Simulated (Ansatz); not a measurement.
# Ta2SiI2: the cost of one run

Computed with Ansatz 0.2.0 (DFT PBE, scalar-relativistic, plane waves, PAW, unless a step's input says otherwise).

2 further runs of the same task are left out: 1 that didn't finish, 1 set aside as unsound or not needed.

## (1) The system as given

It takes space group P4/mmm (No. 123, tetragonal). The conventional cell has a = 4.832 Å, b = 4.832 Å, c = 6.555 Å, α = 90.00°, β = 90.00°, γ = 90.00°. Ta (site symmetry mmm) has 4 I at 2.96 Å and 4 Ta at 3.42 Å and 4 Si at 4.07 Å as nearest neighbours. Si (site symmetry 4/mmm) has 8 I at 3.76 Å and 8 Ta at 4.07 Å as nearest neighbours. Around I (site symmetry 4mm) lie 4 Ta at 2.96 Å and 1 I at 3.15 Å.

Structure file:

```xyz
5
Lattice="4.8322 0.0000 0.0000 0.0000 4.8322 0.0000 0.0000 0.0000 6.5548" Properties=species:S:1:pos:R:3 pbc="T T T"
Ta    0.0000    2.4161    3.2774
Ta    2.4161    0.0000    3.2774
Si    0.0000    0.0000    0.0000
I     2.4161    2.4161    1.5731
I     2.4161    2.4161    4.9816
```

Recipe of the guess: species swapped into a database cell of CeMg2Si2 (P4/mmm, No. 123), with Si on the Ce sites, Ta on the Mg sites and I on the Si sites. The dimensions are guesses.

## (2) Probe: one point on a coarse mesh

Input file input.yaml:

```yaml
crystal:
  lattice:
    - [4.8322353, 0.0, 0.0]
    - [0.0, 4.8322353, 0.0]
    - [0.0, 0.0, 6.55478491]
  atoms:
    - { symbol: Ta, position: [0.0, 0.5, 0.5] }
    - { symbol: Ta, position: [0.5, 0.0, 0.5] }
    - { symbol: Si, position: [0.0, 0.0, 0.0] }
    - { symbol: I, position: [0.5, 0.5, 0.23999999] }
    - { symbol: I, position: [0.5, 0.5, 0.76000001] }
basis:
  ecutwfc: 420
kpoints:
  mp_grid: { grid: [4, 4, 4] }
hamiltonian:
  xc: pbe
scf:
  occupations: { method: gaussian, width: 0.1 }
  lower_state_search: "off"
output:
  forces: true
  stress: true
  eigenvalues: true
```

On the command line:

```sh
ansatz run input.yaml --threads 1 --pin off --max-ram 2560MiB --backend cpu --events-out ev --progress --plain --runs-dir out
```

Q: Estimate wall time and peak memory on 1 thread of Arm Neoverse V2, shared host.

About 5.3 s, with a peak of 0.42 GiB.
